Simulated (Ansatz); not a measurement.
# SiTa: the cost of one run

Computed with Ansatz 0.2.0, Gaussian basis. Level: def2-QZVPP, core rule «outside noble gas», up to 9 orbitals frozen.

To be run: UHF; ROHF; CCSD(T) on UHF.

### Step 1. What is computed

The geometry is a PBE0/def2-TZVP stationary point (not a proven minimum) of the parent state, kept for this charge and spin. No spin-orbit coupling is included. Elements past krypton take def2 core potentials.

2 atoms, charge 1, spin multiplicity 5.

Atoms are counted from 1 here; the program's logs count them from 0.

Bond lengths: Ta1–Si2 2.341 Å.

### Step 2. UHF

in.yaml reads:

```yaml
crystal:
  periodic: [false, false, false]
  atoms:
    - {symbol: Ta, position_ang: [0.000000, 0.000000, 0.000000]}
    - {symbol: Si, position_ang: [0.000000, 0.000000, 2.341200]}
basis:
  gaussian: {orbitals: "def2-QZVPP.json"}
total_charge: 1
magnetization: {spin_polarized: true, initial_magnetization: 4}
hamiltonian: {xc: hf}
output: {orbitals: {seedname: orbitals}}
```

Run with:

```
ansatz run in.yaml --threads 1 --pin off --events-out ev --progress --plain --max-ram 2816MiB --backend cpu
```

**Question.** How long does this run take on 1 thread of AMD EPYC 7R13, shared host, and how much memory does it need?

About 53 s, with a peak of 0.41 GiB.
